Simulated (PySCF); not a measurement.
# AlH2I: the cost of one run

Programs: PySCF 2.14.0, with routines of our own; each step states its level. All values are computed. Atoms count from 0.

### Step 1. The starting structure

4 atoms, charge 0, multiplicity 1; geometry from: GFN2-xTB.

### Step 2. Spin-spin couplings: PBE/x2c-SVPall, spin–orbit

The job: settings as JSON, then the geometry in Å.

```
{"job": {"kind": "hj", "xc": "PBE", "basis": "x2c-SVPall", "rel": "so", "atoms": [1], "c_scale": 2.0, "aux_beta": 2.0}, "charge": 0, "multiplicity": 1}
Al    -0.217944     0.009417    -0.190473
I      2.260813    -0.095718    -0.551367
H     -1.039214     1.236528    -0.611810
H     -0.993420    -1.145453     0.459156
```

Level: PBE/x2c-SVPall indirect spin-spin coupling, X2C with spin-orbit coupling, screened-nuclear two-electron part, Gaussian nuclei, gas phase.

Started as:

```console
OMP_NUM_THREADS=1 python heavy_run.py task.json out
```

One launch serves the whole session: the jobs run in the order shown.

Q: Estimate the wall time and peak memory of this first job on 1 thread of Intel Xeon 6975P-C, shared host.

About 3.4 s, with a peak of 0.33 GiB.
